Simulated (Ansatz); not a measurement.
# r2SCAN/def2-SVP run of CH5AsSi (SMILES C1[SiH2][AsH]1)

Aim: the electronic atomisation energy of CH5AsSi at r2SCAN/def2-SVP, from 5 runs. 

Program for the calculation: Ansatz 0.2.0.

78 further runs of the same task are left out: 78 set aside as unsound or not needed.

## 1. Starting point

CH5AsSi has 8 atoms, charge 0, and is taken as a singlet. As SMILES, `C1[SiH2][AsH]1`. The coordinates come from a PBE0-D4/def2-TZVP relaxation.

Bond lengths: C1–Si2 1.843 Å, C1–As3 2.046 Å, Si2–As3 2.317 Å, C1–H4 1.084 Å, C1–H5 1.086 Å, Si2–H6 1.480 Å, Si2–H7 1.479 Å, As3–H8 1.526 Å. Some angles: C1–Si2–As3 57.6°, Si2–C1–As3 72.9°, C1–As3–Si2 49.5°, C1–Si2–H6 117.5°, C1–Si2–H7 118.2°, As3–Si2–H6 118.8°, As3–Si2–H7 119.8°, Si2–C1–H4 121.0°, Si2–C1–H5 118.1°, As3–C1–H4 114.8°.

## 2. A single-point energy at r2SCAN/def2-SVP

run.yaml reads:

```yaml
crystal:
  periodic: [false, false, false]
  atoms:
    - {symbol: C, position_ang: [-0.770300, 0.017900, -0.576000]}
    - {symbol: Si, position_ang: [0.707800, 0.663100, 0.315700]}
    - {symbol: As, position_ang: [-0.538100, -1.122700, 1.107200]}
    - {symbol: H, position_ang: [-0.667200, -0.524000, -1.509300]}
    - {symbol: H, position_ang: [-1.690700, 0.591800, -0.522300]}
    - {symbol: H, position_ang: [0.581300, 1.973900, 0.990500]}
    - {symbol: H, position_ang: [2.040800, 0.422300, -0.277100]}
    - {symbol: H, position_ang: [0.428400, -2.079400, 0.415600]}
basis:
  gaussian: {orbitals: def2-SVP}
hamiltonian: {xc: {name: r2SCAN}}
accuracy: high
output: {orbitals: {seedname: orbitals}}
```

On the command line:

```console
ansatz run run.yaml --threads 1 --pin off --max-ram 3480MiB --events-out events.jsonl --progress --plain --runs-dir runs
```

Output:

```text
Warning: RAYON_NUM_THREADS=1 ignored (pool sized by the plan → 1); use --threads N
Functional definition: r2SCAN
  name "r2SCAN"
  parameter k0 = 0.174
  parameter k1 = 0.065
  parameter a1 = 4.9479
  exchange = r2scan_x(k0 = k0, k1 = k1, a1 = a1)
  correlation = r2scan_c
1915 factors; integrals over basis functions are off by at most 4.8e-9 eV
mean field evaluation 1: about -69818.3681 eV, gradient 4.9e1 eV
mean field evaluation 2: about -69803.8451 eV, gradient 7.9e1 eV
mean field evaluation 4: about -69824.4611 eV, gradient 3.4e0 eV
mean field evaluation 8: about -69824.5000 eV, gradient 2.9e-1 eV
mean field evaluation 16: about -69824.5002 eV, gradient 8.5e-6 eV
mean field -69824.50024336 eV, -2566.0030551973 hartree, gradient 6.3e-8 eV, S^2 0.000000; 0 other end points of the search recorded, 0 dependent functions left out
reference -69824.50024404 eV, -2566.0030552225 hartree; 29, 29 occupied and 60, 60 virtual orbitals, 1915 factors
Total energy: -69824.50024404 eV, -2566.0030552225 hartree
```

It took 12 s on 1 thread of Arm Neoverse V1, shared host; peak memory 0.27 GiB.

## 3. The As atom at the same level

run.yaml reads:

```yaml
crystal:
  periodic: [false, false, false]
  atoms:
    - {symbol: As, position_ang: [0.000000, 0.000000, 0.000000]}
basis:
  gaussian:
    orbitals: def2-SVP
magnetization:
  spin_polarized: true
  initial_magnetization: 3
hamiltonian:
  xc: {name: r2SCAN}
accuracy: high
```

Run the same way, it converges to -2235.53060 Eh (log not shown).

## 4. The C atom

job.yaml reads:

```yaml
crystal:
  periodic: [false, false, false]
  atoms:
    - {symbol: C, position_ang: [0.000000, 0.000000, 0.000000]}
basis:
  gaussian:
    orbitals: def2-SVP
magnetization:
  spin_polarized: true
  initial_magnetization: 2
hamiltonian:
  xc: r2scan
accuracy: high
```

Run the same way, it converges to -37.78739 Eh (log not shown).

## 5. The H atom, same level

in.yaml reads:

```yaml
crystal:
  periodic: [false, false, false]
  atoms:
    - {symbol: H, position_ang: [0.000000, 0.000000, 0.000000]}
basis:
  gaussian:
    orbitals: def2-SVP
magnetization:
  spin_polarized: true
  initial_magnetization: 1
hamiltonian:
  xc: {name: r2SCAN}
accuracy: high
```

On the command line:

```console
ansatz run in.yaml --threads 1 --pin off --max-ram 3480MiB --events-out events.jsonl --progress --plain --runs-dir runs
```

Output, shortened:

```text
Warning: RAYON_NUM_THREADS=1 ignored (pool sized by the plan → 1); use --threads N
[... 7 set-up lines as earlier in the session ...]
15 factors; integrals over basis functions are off by at most 8.9e-10 eV
mean field evaluation 1: about -13.5844 eV, gradient 1.2e-3 eV
mean field evaluation 2: about -13.5842 eV, gradient 3.4e-3 eV
mean field evaluation 4: about -13.5842 eV, gradient 2.8e-5 eV
mean field -13.58416968 eV, -0.4992090282 hartree, gradient 1.0e-8 eV, S^2 0.750000; 0 other end points of the search recorded, 0 dependent functions left out
reference -13.58417057 eV, -0.4992090606 hartree; 1, 0 occupied and 4, 5 virtual orbitals, 15 factors
Total energy: -13.58417057 eV, -0.4992090606 hartree
```

Run time: 0.4 s. Hardware: 1 thread of Arm Neoverse V1, shared host.

## 6. The Si atom at the same level

input.yaml reads:

```yaml
crystal:
  periodic: [false, false, false]
  atoms:
    - {symbol: Si, position_ang: [0.000000, 0.000000, 0.000000]}
basis:
  gaussian: {orbitals: def2-SVP}
magnetization: {spin_polarized: true, initial_magnetization: 2}
hamiltonian: {xc: {name: r2SCAN}}
accuracy: high
```

Run the same way, it converges to -289.24480 Eh (log not shown).

## 7. Summary of results

At r2SCAN/def2-SVP:

```
                     quantity           value
       molecule: total energy  -2566.00306 Eh
        molecule: HOMO energy        -6.15 eV
        molecule: LUMO energy        -0.76 eV
      molecule: HOMO–LUMO gap         5.39 eV
        As atom: total energy  -2235.53060 Eh
                As atom: ⟨S²⟩           3.751
         C atom: total energy    -37.78739 Eh
                 C atom: ⟨S²⟩           2.005
         H atom: total energy     -0.49921 Eh
                 H atom: ⟨S²⟩           0.750
        Si atom: total energy   -289.24480 Eh
                Si atom: ⟨S²⟩           2.006
electronic atomisation energy       25.694 eV
```

**Reading.** Taking the molecule apart into free atoms costs 25.69 eV (593 kcal/mol), before zero-point energy and without spin-orbit coupling.
